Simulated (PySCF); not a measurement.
# HHgO2 (Hg(O)(OH)-): the cost of one run

Method: PBE0, Hg def2-SVP with ECP60, O def2-SVP, H def2-SVP; scalar-relativistic core potentials, no spin–orbit coupling; program: PySCF 2.14.0.

1 further run of the same task is left out (for a known fault of the program).

## 1. The starting structure

4 atoms, charge -1, spin multiplicity 1.

Bond lengths: Hg1–O2 1.882 Å, Hg1–O3 2.064 Å, O3–H4 0.964 Å. Angles: O2–Hg1–O3 178.0°, Hg1–O3–H4 104.8°.

Geometry (Å):

```
Hg   -0.0339   -0.0359    0.4817
O     1.8051    0.0595    0.0953
O    -2.0350   -0.1727    0.9701
H    -2.4972    0.2382    0.2308
```

Formal oxidation states: Hg +2. An earlier session relaxed this geometry at PBE0, Hg def2-SVP with ECP60, O def2-SVP, H def2-SVP (singlet, point group Cs).

Its energy there is -304.200208 Eh.

## 2. One electron removed, multiplicity 2

Contents of run.py (the lines that set the calculation):

```python
mol = gto.M(atom='''
Hg    -0.03386    -0.03594     0.48172
O      1.80505     0.05946     0.09526
O     -2.03498    -0.17267     0.97007
H     -2.49717     0.23819     0.23084''',
    basis={'Hg': 'def2-SVP', 'O': 'def2-SVP', 'H': 'def2-SVP'},
    ecp={'Hg': 'def2-SVP'},
    charge=0, spin=1)
mf = dft.UKS(mol, xc='PBE0')
mf.grids.atom_grid = (50, 194)
mf = mf.density_fit()  # fitting sets: Hg def2-universal-JKFIT, O def2-universal-JKFIT, H def2-universal-JKFIT
mf.conv_tol = 1e-08; mf.max_cycle = 55
mf.kernel(dm0)  # dm0: the density of the relaxed state
```

The run is started by

```sh
OMP_NUM_THREADS=2 python run.py
```

**Question.** How long does this run take on 2 threads of Arm Neoverse V1, shared host?

About 1 s.
